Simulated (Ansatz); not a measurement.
# GaAs: how the settings move a relaxation

Question: which choices in the input matter for GaAs?

Computed with Ansatz 0.2.0 (reference: DFT, r2SCAN, PAW with Ansatz's default frozen-core files, scalar-relativistic; relaxation of cell and atoms, unless a step's input says otherwise).

1 further run of the same task is left out (set aside as unsound or not needed).

## Step 1: The structure to begin with

The structure is cubic, space group F-43m (No. 216). Conventional cell: a = 5.654 Å, b = 5.654 Å, c = 5.654 Å, α = 90.00°, β = 90.00°, γ = 90.00°. Around Ga (site symmetry -43m) lie 4 As at 2.45 Å. As (site symmetry -43m) is surrounded by 4 Ga at 2.45 Å.

As a file:

```cif
data_structure
_symmetry_space_group_name_H-M 'P 1'
_symmetry_Int_Tables_number 1
_cell_length_a 3.9978
_cell_length_b 3.9978
_cell_length_c 3.9978
_cell_angle_alpha 60.000
_cell_angle_beta 60.000
_cell_angle_gamma 60.000
_cell_volume 45.18
loop_
_atom_site_label
_atom_site_type_symbol
_atom_site_fract_x
_atom_site_fract_y
_atom_site_fract_z
_atom_site_occupancy
Ga1 Ga 0.00000 0.00000 0.00000 1
As1 As 0.75000 0.75000 0.75000 1
```

## Step 2: Reference

File input.yaml:

```yaml
crystal:
  lattice:
    - [0.0, 2.82685, 2.82685]
    - [2.82685, 0.0, 2.82685]
    - [2.82685, 2.82685, 0.0]
  atoms:
    - { symbol: Ga, position: [0.0, 0.0, 0.0] }
    - { symbol: As, position: [0.75, 0.75, 0.75] }
kpoints:
  mp_grid: { grid: [12, 12, 12] }
scf:
  occupations: { method: fermi_dirac, width: 0.05 }
hamiltonian:
  xc: r2scan
  pseudopotentials: { kind: paw }
relax:
  f_tol: 0.002
  max_steps: 80
  cell: {}
output:
  forces: true
  stress: true
  write_density: true
  write_potential: true
  elf: true
  volumetric_format: npy
```

Command:

```console
$ ansatz run input.yaml --threads 1 --pin off --max-ram 3072MiB --backend cpu --events-out ev --progress --plain --runs-dir out
```

From the output:

```text
[...]
Basis set: ecut = 500 eV, 1139 PW (Γ), exchange–correlation on 120×120×120 points (64 copies of the dense FFT grid, shifted against one another)
[...]
k-points: 72 of 1728 (time reversal used)
[...]
SCF iter   1: F=—  HF=-8655.748235 eV  |F-HF|=—  |Δ(HF+E_count)|=         —  Δρ=7.91e-3  dr2=1.07e-2  dr2_τ=4.40e-3  ethr=1.77e-3  ⟨swp⟩=5.5  Hψ=6290  notcnv=0
preconditioner: auto → none  [insulator: Δε(μ)=0.949 eV  Ē_g=16.339 eV  σ=0.050 eV  W_gap=1.00  n_scr=14 (ndim 8)  ℏωp=23.4 eV  f_vac=0.090  D(μ)=0.00/eV (n_scr^D=0)  ε∞_Penn≈3.1]
SCF iter   2: F=—  HF=-8655.757684 eV  |F-HF|=—  |Δ(HF+E_count)|=   9.45e-3  Δρ=1.63e-3  dr2=1.43e-3  dr2_τ=3.61e-5  ethr=3.83e-5  ⟨swp⟩=2.0  Hψ=3168  notcnv=0
[...]
relax step   1: F+E_penalty+E_count = -8655.75743045 eV  Δ(F+E_penalty+E_count) = +0.000e0 eV  max|allowed force component| = 8.847e-17 eV/Å  Δτ_max = 0.0000 Å  P = +0.515 GPa  Ω = 45.179 Å³  (7 SCF iters, dr2 threshold 1.00e-7 eV, accepted)
[...]
relax step   2: F+E_penalty+E_count = -8655.75785959 eV  Δ(F+E_penalty+E_count) = -4.291e-4 eV  max|allowed force component| = 2.342e-17 eV/Å  Δτ_max = 0.0000 Å  P = +0.069 GPa  Ω = 45.453 Å³  energy of the carried Pulay correction = -6.673e-5 eV  (4 SCF iters
[...]
relax step   3: F+E_penalty+E_count = -8655.75785859 eV  Δ(F+E_penalty+E_count) = +9.976e-7 eV  max|allowed force component| = 4.438e-17 eV/Å  Δτ_max = 0.0000 Å  P = +0.001 GPa  Ω = 45.495 Å³  energy of the carried Pulay correction = -7.710e-5 eV  (4 SCF iters
[...]
SCF iter   4: F=—  HF=-8655.757933 eV  |F-HF|=—  |Δ(HF+E_count)|=   8.99e-9  Δρ=9.20e-7  dr2=9.32e-11  dr2_τ=6.84e-11  ethr=7.36e-12  ⟨swp⟩=2.0  Hψ=1945  notcnv=0
SCF iter   5: F=-8655.757933 eV  HF=-8655.757933 eV  |F-HF|=8.00e-11  |Δ(HF+E_count)|=   1.45e-9  Δρ=1.42e-7  dr2=4.60e-12  dr2_τ=2.35e-13  ethr=1.00e-12  ⟨swp⟩=5.5  Hψ=5325  notcnv=0
[...]
relax step   4: F+E_penalty+E_count = -8655.75793292 eV  Δ(F+E_penalty+E_count) = -7.434e-5 eV  max|allowed force component| = 3.310e-17 eV/Å  Δτ_max = 0.0000 Å  P = +0.002 GPa  Ω = 45.495 Å³  stress off target by 2.32e-3 GPa  SCF on the basis re-selected at t
[...]
SCF converged after 5 iterations
Free energy (F): -8655.757933 eV
[...]
E sigma→0 (E₀):  -8655.757933 eV
[...]
Fermi energy:    8.365197 eV
[...]
  P = ⅓ Tr σ = 0.0023 GPa (0.023 kbar)
[...]
--- Relaxed structure (3 steps of the walk, 3 accepted, 1 SCFs on fresh bases) ---
[...]
```

Wall time 12 s (1 thread of AMD EPYC 9R45 (Zen 5), shared host); peak memory 0.56 GiB.

## Step 3: The same system, input altered

Changes to input.yaml since step 2:

```diff
@@ -11,3 +11,3 @@
 scf:
-  occupations: { method: fermi_dirac, width: 0.05 }
+  occupations: { method: fixed }
 hamiltonian:
```

Command:

```console
$ ansatz run input.yaml --threads 1 --pin off --max-ram 3072MiB --backend cpu --events-out ev --progress --plain --runs-dir out
```

Standard output:

```text
Engine: ansatz 0.2.0
Pseudopotentials: kind: paw
Pseudopotential: Ga, paw, valence charge 13, recommended cutoff 500 eV (meta_gga), Ga.paw.azcp
Pseudopotential: As, paw, valence charge 15, recommended cutoff 500 eV (meta_gga), As.paw.azcp
Functional definition: r2SCAN
  parameter k0 = 0.174
  parameter k1 = 0.065
  parameter a1 = 4.9479
  exchange = r2scan_x(k0 = k0, k1 = k1, a1 = a1)
  correlation = r2scan_c
Crystal: 2 atoms, lattice volume = 45.179 Å³
Basis set: ecut = 500 eV, 1139 PW (Γ), exchange–correlation on 120×120×120 points (64 copies of the dense FFT grid, shifted against one another)
Bands: 18, of which v1, the nominal top of the filled ones, is band 14 counted from 1 (13 counted from 0)
Symmetry: 24 space group operations
Space group: F-43m (ITA 216), of the structure as read, at distance tolerance 3.6e-5 Å
k-points: 72 of 1728 (time reversal used)
Non-local potential: Ga, projectors of the file, l = 0: 2, l = 1: 2, l = 2: 3, l = 3: 1
Non-local potential: As, projectors of the file, l = 0: 2, l = 1: 2, l = 2: 3, l = 3: 1
PAW form: soft (Blöchl's): semilocal exchange-correlation on the pseudo side does not see the compensation charge
PAW frozen core: Ga, regenerated for the run's functional (the file was generated under x = pbe(κ = 0.804, μ = 0.2195149727645171), c = pbe(β = 0.06672455060314922))
PAW frozen core: As, regenerated for the run's functional (the file was generated under x = pbe(κ = 0.804, μ = 0.2195149727645171), c = pbe(β = 0.06672455060314922))
PAW one-centre angular grid: Ga, 590 points (default); XC on 160 Gauss nodes
PAW one-centre angular grid: As, 590 points (default); XC on 160 Gauss nodes
Initial density: superposition of atomic densities (neutral atoms: chi_scale 0, normalization atom), corrected by the library's trained network
Initial wavefunctions: pseudopotential atomic-orbital guess
Functional: x = r2scan, c = r2scan; τ floored in thin density (d = 2e-4 eV/Å³)
SCF iter   1: F=—  HF=-8655.748260 eV  |F-HF|=—  |Δ(HF+E_count)|=         —  Δρ=7.91e-3  dr2=1.07e-2  dr2_τ=4.40e-3  ethr=1.77e-3  ⟨swp⟩=4.4  Hψ=5433  notcnv=0  defer=115
preconditioner: auto → none  [insulator: Δε(μ)=0.949 eV  Ē_g=16.339 eV  n_scr=14 (ndim 8)  ℏωp=23.4 eV  f_vac=0.090  ε∞_Penn≈3.1]
SCF iter   2: F=—  HF=-8655.757690 eV  |F-HF|=—  |Δ(HF+E_count)|=   9.43e-3  Δρ=1.63e-3  dr2=1.44e-3  dr2_τ=3.61e-5  ethr=3.83e-5  ⟨swp⟩=2.9  Hψ=3134  notcnv=0  defer=133
SCF iter   3: F=—  HF=-8655.757251 eV  |F-HF|=—  |Δ(HF+E_count)|=   4.40e-4  Δρ=1.51e-3  dr2=3.83e-4  dr2_τ=3.21e-6  ethr=5.14e-6  ⟨swp⟩=2.1  Hψ=2100  notcnv=0  defer=136
SCF iter   4: F=—  HF=-8655.757438 eV  |F-HF|=—  |Δ(HF+E_count)|=   1.87e-4  Δρ=2.82e-4  dr2=2.16e-5  dr2_τ=4.53e-7  ethr=1.37e-6  ⟨swp⟩=3.0  Hψ=2456  notcnv=0  defer=136
SCF iter   5: F=—  HF=-8655.757431 eV  |F-HF|=—  |Δ(HF+E_count)|=   7.28e-6  Δρ=4.97e-5  dr2=1.39e-6  dr2_τ=1.19e-8  ethr=7.72e-8  ⟨swp⟩=2.0  Hψ=2304  notcnv=0  defer=10
SCF iter   6: F=—  HF=-8655.757430 eV  |F-HF|=—  |Δ(HF+E_count)|=   4.43e-7  Δρ=1.50e-5  dr2=1.27e-7  dr2_τ=2.74e-9  ethr=4.97e-9  ⟨swp⟩=3.0  Hψ=2294  notcnv=0  defer=2
SCF iter   7: F=-8655.757430 eV  HF=-8655.757430 eV  |F-HF|=3.73e-9  |Δ(HF+E_count)|=   1.34e-8  Δρ=3.66e-6  dr2=8.28e-9  dr2_τ=4.84e-11  ethr=3.57e-10  ⟨swp⟩=7.1  Hψ=6579  notcnv=0
SCF 1 converged in 7 iterations: F = -8655.757430 eV  dr2 = 8.28e-9
relax step   1: F+E_penalty+E_count = -8655.75743044 eV  Δ(F+E_penalty+E_count) = +0.000e0 eV  max|allowed force component| = 9.946e-17 eV/Å  Δτ_max = 0.0000 Å  P = +0.515 GPa  Ω = 45.179 Å³  (7 SCF iters, dr2 threshold 1.00e-7 eV, accepted)
Crystal: 2 atoms, lattice volume = 45.453 Å³
Initial density: handed on by an earlier stage of this run
Initial wavefunctions: those handed on with the density
iter 1 solved again at ethr=1.27e-7 eV; its pass at ethr=3.10e-3 eV (dr2=3.57e-5 eV) is discarded
SCF iter   1: F=—  HF=-8655.757547 eV  |F-HF|=—  |Δ(HF+E_count)|=         —  Δρ=2.19e-4  dr2=3.21e-5  dr2_τ=6.86e-5  ethr=1.27e-7  ⟨swp⟩=2.0  Hψ=6614  notcnv=0  defer=125
preconditioner: auto → none  [insulator: Δε(μ)=0.976 eV  Ē_g=16.179 eV  n_scr=14 (ndim 8)  ℏωp=23.4 eV  f_vac=0.084  ε∞_Penn≈3.1]
SCF iter   2: F=—  HF=-8655.757861 eV  |F-HF|=—  |Δ(HF+E_count)|=   3.14e-4  Δρ=1.56e-4  dr2=1.56e-5  dr2_τ=1.11e-7  ethr=1.14e-7  ⟨swp⟩=2.0  Hψ=2096  notcnv=0  defer=136
SCF iter   3: F=—  HF=-8655.757859 eV  |F-HF|=—  |Δ(HF+E_count)|=   1.49e-6  Δρ=6.84e-5  dr2=1.63e-6  dr2_τ=3.93e-8  ethr=5.56e-8  ⟨swp⟩=2.5  Hψ=1828  notcnv=0  defer=136
SCF iter   4: F=-8655.757860 eV  HF=-8655.757860 eV  |F-HF|=6.32e-8  |Δ(HF+E_count)|=   3.50e-7  Δρ=2.28e-5  dr2=1.63e-7  dr2_τ=3.88e-9  ethr=7.14e-10  ⟨swp⟩=6.8  Hψ=8062  notcnv=0
SCF 2 converged in 4 iterations: F = -8655.757860 eV  dr2 = 1.63e-7
relax step   2: F+E_penalty+E_count = -8655.75785957 eV  Δ(F+E_penalty+E_count) = -4.291e-4 eV  max|allowed force component| = 2.631e-17 eV/Å  Δτ_max = 0.0000 Å  P = +0.069 GPa  Ω = 45.453 Å³  energy of the carried Pulay correction = -6.673e-5 eV  (4 SCF iters, dr2 threshold 2.00e-7 eV, accepted)
Crystal: 2 atoms, lattice volume = 45.495 Å³
iter 1 solved again at ethr=5.79e-9 eV; its pass at ethr=3.10e-3 eV (dr2=1.62e-6 eV) is discarded
SCF iter   1: F=—  HF=-8655.757851 eV  |F-HF|=—  |Δ(HF+E_count)|=         —  Δρ=5.34e-5  dr2=1.51e-6  dr2_τ=1.64e-6  ethr=5.79e-9  ⟨swp⟩=2.0  Hψ=6457  notcnv=0  defer=1
preconditioner: auto → none  [insulator: Δε(μ)=0.961 eV  Ē_g=16.177 eV  n_scr=14 (ndim 8)  ℏωp=23.4 eV  f_vac=0.084  ε∞_Penn≈3.1]
SCF iter   2: F=—  HF=-8655.757859 eV  |F-HF|=—  |Δ(HF+E_count)|=   7.63e-6  Δρ=2.93e-5  dr2=4.57e-7  dr2_τ=4.06e-9  ethr=5.38e-9  ⟨swp⟩=3.0  Hψ=2304  notcnv=0  defer=1
SCF iter   3: F=—  HF=-8655.757859 eV  |F-HF|=—  |Δ(HF+E_count)|=   4.42e-8  Δρ=1.28e-5  dr2=5.85e-8  dr2_τ=1.59e-9  ethr=1.63e-9  ⟨swp⟩=2.9  Hψ=1904  notcnv=0  defer=1
SCF iter   4: F=-8655.757859 eV  HF=-8655.757859 eV  |F-HF|=5.43e-9  |Δ(HF+E_count)|=   1.87e-8  Δρ=3.93e-6  dr2=3.07e-9  dr2_τ=1.08e-10  ethr=4.26e-11  ⟨swp⟩=7.0  Hψ=6855  notcnv=0
SCF 3 converged in 4 iterations: F = -8655.757859 eV  dr2 = 3.07e-9
relax step   3: F+E_penalty+E_count = -8655.75785857 eV  Δ(F+E_penalty+E_count) = +9.970e-7 eV  max|allowed force component| = 3.166e-17 eV/Å  Δτ_max = 0.0000 Å  P = +0.001 GPa  Ω = 45.495 Å³  energy of the carried Pulay correction = -7.710e-5 eV  (4 SCF iters, dr2 threshold 1.19e-8 eV, accepted)
Initial wavefunctions: pseudopotential atomic-orbital guess (no wavefunctions were taken with the density)
iter 1 solved again at ethr=1.75e-7 eV; its pass at ethr=3.10e-3 eV (dr2=4.91e-5 eV) is discarded
SCF iter   1: F=—  HF=-8655.757925 eV  |F-HF|=—  |Δ(HF+E_count)|=         —  Δρ=4.79e-5  dr2=3.45e-8  dr2_τ=5.46e-9  ethr=1.75e-7  ⟨swp⟩=2.0  Hψ=8434  notcnv=0  defer=136
preconditioner: auto → none  [insulator: Δε(μ)=0.960 eV  Ē_g=16.178 eV  n_scr=14 (ndim 8)  ℏωp=23.4 eV  f_vac=0.083  ε∞_Penn≈3.1]
SCF iter   2: F=—  HF=-8655.757932 eV  |F-HF|=—  |Δ(HF+E_count)|=   7.53e-6  Δρ=2.42e-5  dr2=1.13e-8  dr2_τ=6.20e-8  ethr=1.23e-10  ⟨swp⟩=2.0  Hψ=2303  notcnv=0  defer=12
SCF iter   3: F=—  HF=-8655.757933 eV  |F-HF|=—  |Δ(HF+E_count)|=   5.98e-7  Δρ=3.05e-6  dr2=1.26e-9  dr2_τ=7.50e-10  ethr=4.04e-11  ⟨swp⟩=2.0  Hψ=1944  notcnv=0  defer=16
SCF iter   4: F=—  HF=-8655.757933 eV  |F-HF|=—  |Δ(HF+E_count)|=   9.12e-9  Δρ=7.93e-7  dr2=6.12e-11  dr2_τ=4.93e-11  ethr=4.49e-12  ⟨swp⟩=3.0  Hψ=2304  notcnv=0  defer=22
SCF iter   5: F=-8655.757933 eV  HF=-8655.757933 eV  |F-HF|=8.55e-11  |Δ(HF+E_count)|=   1.06e-9  Δρ=1.42e-7  dr2=4.63e-12  dr2_τ=1.95e-13  ethr=1.00e-12  ⟨swp⟩=7.1  Hψ=6711  notcnv=0
SCF 4 converged in 5 iterations: F = -8655.757933 eV  dr2 = 4.63e-12
relax step   4: F+E_penalty+E_count = -8655.75793291 eV  Δ(F+E_penalty+E_count) = -7.434e-5 eV  max|allowed force component| = 2.212e-17 eV/Å  Δτ_max = 0.0000 Å  P = +0.002 GPa  Ω = 45.495 Å³  stress off target by 2.32e-3 GPa  SCF on the basis re-selected at this cell (its energy is not comparable with the rows above)  (5 SCF iters)
basis re-selected at this cell: Δ(F+E_penalty+E_count) = -7.434e-5 eV, ΔP = +0.001 GPa vs the last step (what re-selecting the basis moved, of the pressure what is left beyond the Pulay correction that the steps carried, after the strain that the cell walked since its last selection, with what the two solves' SCF thresholds leave and, on support functions, any second-order correction that the steps lacked; it is no measure of the basis error at this ecutwfc). This SCF's stress stands 2.32e-3 GPa from its target on what of the cell is left free (relax.cell.stress_tol is 5.00e-2 GPa) and its largest allowed force component is 2.21e-17 eV/Å (relax.f_tol is 2.00e-3 eV/Å): within both
SCF converged after 5 iterations
Free energy (F): -8655.757933 eV
Harris-Foulkes:  -8655.757933 eV  (|F-HF|=8.55e-11)
Internal energy: -8655.757933 eV  (E = F + TS)
E sigma→0 (E₀):  -8655.757933 eV
Fermi energy:    7.841609 eV
--- Per-component energies (eV) ---
  E_band       = -333.412329
  E_kinetic    = 218.409715
  E_local      = -3929.302947  (includes V_loc(G=0)·N_el)
  E_nonlocal   = -242.912857
  E_hartree    = 1981.160085
  E_xc         = -136.545156
  E_vxc        = -143.828896  (∫ρ·V_xc dr)
  E_paw        = -3851.992522  (= ΣΔE_a)
  E_vpaw       = -205.611985  (= ΣTr[D̂ρ^β])
  E_aug_tail   = -0.000041  (compensation charges beyond the density's cutoff)
  E_vtau       = 7.514487  (kinetic-family band-sum trace: ∫τ·v_τ [+ j·A + Jᵃ·Aᵃ] dr)
  E_ewald      = -2692.463733
  E_core_change = -2.110478  (= ΣΔE_core)
  E_smearing   = -0.000000  (= −TS)
  E_closure    = -0.000000  (closes the sum)
  Σ components = -8655.757933   (vs F -8655.757933, Δ=0.00e0)
--- Forces (eV/Å), atoms counted from 1 ---
  atom   1  Ga    -0.00000000     0.00000000     0.00000000
  atom   2  As     0.00000000     0.00000000    -0.00000000
  max |Σ_I F_I| component: 4.37e-17 eV/Å
--- Stress (GPa, compression-positive) ---
        0.002323      -0.000000      -0.000000
       -0.000000       0.002323       0.000000
       -0.000000       0.000000       0.002323
  P = ⅓ Tr σ = 0.0023 GPa (0.023 kbar)
--- Band table (eV; the first three rows and the last of 72) ---
  k-point 0: bands = ["-27.9409", "-27.9409", "-27.9409", "-27.9286", "-27.9286", "-7.3751", "-7.3751", "-7.3751", "-7.2878", "-7.2878", "-5.3153", "7.8416", "7.8416", "7.8416", "8.8014", "11.8902", "11.8902", "11.8902"]
  k-point 1: bands = ["-27.9409", "-27.9409", "-27.9409", "-27.9286", "-27.9286", "-7.3822", "-7.3734", "-7.3734", "-7.2880", "-7.2880", "-5.2298", "6.7072", "7.7266", "7.7266", "9.5545", "12.0636", "12.0636", "12.0685"]
  k-point 2: bands = ["-27.9409", "-27.9407", "-27.9407", "-27.9286", "-27.9286", "-7.4002", "-7.3689", "-7.3689", "-7.2880", "-7.2880", "-4.9810", "5.1544", "7.4542", "7.4542", "9.8372", "12.4547", "12.4547", "12.9287"]
  k-point 71: bands = ["-27.9406", "-27.9401", "-27.9389", "-27.9288", "-27.9279", "-7.4827", "-7.3409", "-7.3279", "-7.2991", "-7.2838", "-2.6614", "1.0845", "4.2331", "4.4411", "12.8413", "12.9081", "13.7370", "14.3309"]
--- Relaxed structure (3 steps of the walk, 3 accepted, 1 SCFs on fresh bases) ---
  F+E_penalty+E_count = -8655.75793291 eV   max|allowed force component| = 2.212e-17 eV/Å   (the final SCF, on the basis selected at the relaxed cell)
  cell:  # Å, volume = 45.4952 Å³
    - [-6.32940744711249e-34, 2.8334267053302837, 2.8334267053302837]
    - [2.8334267053302837, 5.6558629565141044e-33, 2.8334267053302837]
    - [2.8334267053302837, 2.8334267053302837, 4.71719988982912e-33]
  atoms:
    - { symbol: Ga, position: [8.626238301918378e-34, -9.25076234187627e-34, -8.917209729626031e-34] }
    - { symbol: As, position: [0.7499999999999999, 0.7499999999999999, 0.7499999999999999] }
```

It took 11 s on 1 thread of AMD EPYC 9R45 (Zen 5), shared host; peak memory 0.59 GiB.

## Step 4: Checking the result

The run converged and reported no error. Convergence says nothing about whether the input makes sense.

Fixed occupations are right only where a gap separates filled from empty bands at every k-point. This system has one (0.96 eV on the mesh), so they are sound here.

The occupations need no remedy; a run with other occupations serves as a check.

Changing the smearing leaves the energy as it was (0.0 meV/atom).

## Step 5: Side by side

| run | ending | energy change | pressure (GPa) | gap (eV) | force (eV/Å) | cycles | time |
| --- | --- | --- | --- | --- | --- | --- | --- |
| reference | converged | 0 | 0.0 | 0.96 | 0.00 | 20 | 12 s |
| 1: occupations.method fixed | converged | 0.0 meV/atom (σ→0) | 0.0 | 0.96 | 0.00 | 20 | 11 s |

What this shows: Changing the smearing leaves the energy as it was (0.0 meV/atom).

These are semilocal Kohn-Sham gaps, which aren't the measured quantity. Such gaps usually fall short of the measured ones.
